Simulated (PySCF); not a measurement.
**A diatomic session: RbBi**

What are the lowest state that PBE0 finds, the bond length, vibrational wavenumber and bond energy of RbBi, and how much do these hang on the method?

Program: PySCF 2.14.0. Level of theory: Rb def2-SVP with ECP28, Bi def2-SVP with ECP60, scalar-relativistic core potentials. These are calculated values, not measurements.

## Step 1: The job

Settings of the job:

```yaml
atoms: Rb, Bi
charge: 0
basis: Rb def2-SVP with ECP28, Bi def2-SVP with ECP60
Hamiltonian: scalar-relativistic core potentials
basis_functions: 50
electrons_treated: 32
masses_in_u: 84.9118, 208.9804
levels: PBE0, PBE, r²SCAN, r²SCANh, MN15, PBEsol, LC-ωPBE, HF, MP2, SCS-MP2, CCSD, CCSD(T)
grid: 80 radial by 434 angular points
occupations: held fixed by the projection of orbital angular momentum
dissociation_limit: Rb + Bi, each in its ground configuration
starting_distance_in_angstrom: 3.520
values_of_2S_to_try: 0, 2, 4
```

Command:

```console
$ OMP_NUM_THREADS=1 python dia.py task.json out
```

After this run come: First curve: PBE0; Other states along the same grid; PBE; r²SCAN; r²SCANh (hybrid meta-GGA); MN15 (hybrid meta-GGA); PBEsol; LC-ωPBE (range-separated hybrid); ROHF (mean field); Adding correlation.

**Question.** What will these runs give? Wanted: for each run, Re; ωe; De; μ.

**Answer**, as computed:

Lowest PBE0 solution found, without spin–orbit coupling: ³Σ⁻ (triplet), unpaired electrons π ↑↑. State 2 has its PBE0 minimum 0.32 eV higher, as a spin-mixed determinant (⟨S²⟩ = 1.00), so this is no gap between pure states. State 3 has its PBE0 minimum 0.53 eV higher. State 4 has its PBE0 minimum 0.82 eV higher, as a spin-mixed determinant (⟨S²⟩ = 1.00), so this is no gap between pure states. The other levels ran on the lowest alone.

```csv
level,Re (Å),ωe (cm⁻¹),De (eV),μ (D)
ROHF,3.628,96.5,0.030,-11.44
ROHF-MP2,3.563,99.0,0.52,n/a
ROHF-SCS-MP2,3.579,97.5,0.51,n/a
ROHF-CCSD,3.599,91.8,0.54,n/a
ROHF-CCSD(T),3.606,89.9,0.59,n/a
PBE,3.577,90.8,1.11,-7.82
PBEsol,3.533,94.5,1.18,-8.07
r²SCAN,3.593,91.1,1.00,-9.04
r²SCANh,3.583,92.5,0.98,-9.29
PBE0,3.557,94.7,1.01,-8.93
MN15,3.563,92.1,1.12,-8.29
LC-ωPBE,3.511,104.1,0.92,-11.08
```

De is counted to Rb + Bi in their ground configurations. A positive dipole means Rb(−)Bi(+).

What this shows: Bond lengths run from 3.511 Å (LC-ωPBE) to 3.628 Å (ROHF). Of the levels with a De here, ROHF gives the least (0.030 eV) and PBEsol the most (1.18 eV).

Correlated steps freeze 4 core orbitals. Spin–orbit coupling is left out, which matters for elements this heavy, above all for dissociation energies. T1 is 0.033 near the minimum (highest on the curve 0.053), which may point to more than one leading configuration. With spin–orbit coupling the term label itself may not hold.
